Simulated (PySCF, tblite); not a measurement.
# C4H4FNOS− (doublet): geometry, infrared bands and EPR parameters

Aim: predict the infrared bands and EPR parameters of C4H4FNOS− (doublet) (`FCO[C-]1[N]C=CS1`).

The runs use tblite 0.8.0 and PySCF 2.14.0, with density-fitted response routines of our own; the level of theory stands in each step. All values are computed, except where a source is named. Atoms count from 0, in the outputs and in this text.

### Step 1. The starting structure

12 atoms, charge -1, multiplicity 2; geometry from: force field or distance geometry start.

Bonds of the start (Å): F0–C1 1.38, C1–O2 1.40, O2–C3 1.38, C3–N4 1.37, N4–C5 1.36, C5–C6 1.34, C6–S7 1.73, S7–C3 1.73, C1–H8 1.11, C1–H9 1.09, C5–H10 1.09, C6–H11 1.08.

### Step 2. Relaxing the molecule with GFN2-xTB

The job: settings as JSON, then the geometry in Å.

```
{"job": {"kind": "relax", "xc": "GFN2-xTB", "basis": "xTB"}, "charge": -1, "multiplicity": 2}
F      3.535800     0.147300     0.177200
C      2.223400    -0.276100     0.213100
O      1.423600     0.825100    -0.115300
C      0.068100     0.555300    -0.125100
N     -0.419000    -0.681000     0.193100
C     -1.767900    -0.573100     0.081200
C     -2.334100     0.592400    -0.262200
S     -1.095500     1.779500    -0.504700
H      2.045900    -0.629500     1.245900
H      2.131900    -1.095800    -0.499300
H     -2.417500    -1.422500     0.273900
H     -3.393600     0.777700    -0.365500
```

Run with:

```bash
$ OMP_NUM_THREADS=1 python probes_run.py task.json out
```

One launch serves the whole session: the jobs run in the order shown.

**Question.** This job is followed by: GFN2-xTB harmonic vibrations, gas phase; UKS B3LYP, pcH-1 on C F H N O S, non-relativistic, mean-field spin-orbit, GIAO. Predict these results of the whole session: strongest single infrared mode (GFN2-xTB); zero-point energy (GFN2-xTB); g(iso) (B3LYP); ⟨S²⟩; largest a(iso) (averaged by class).

**Answer**, as computed:

| quantity | value |
| --- | --- |
| strongest single infrared mode (GFN2-xTB) | 954 cm⁻¹, 473 km/mol |
| zero-point energy (GFN2-xTB) | 46.3 kcal/mol |
| g(iso) (B3LYP) | 2.00508 |
| ⟨S²⟩ | 0.761 (exact 0.75) |
| largest a(iso) (averaged by class) | 13C on C3, 344.2 MHz |

In words: Over 107 steps the energy fell by 0.514 eV; of the close pairs, C3–S7 changed most, 1.731 to 1.866 Å. All 30 modes are real, so the xTB geometry is a minimum. The strongest single mode, at 954 cm⁻¹, is carried by C3, O2, N4, C1. Unscaled tight-binding wavenumbers are off by several per cent, some by more. Its intensities can rank the bands wrongly. C3 carries the largest spin population, 0.49 e. The isotropic g lies 2.8 ppt above the free-electron value. The records flag this anion as possibly unbound in the gas phase, so the basis may hold the extra electron. The conformer search found further structures of the same energy, which may be mirror or relabelled copies of this one.
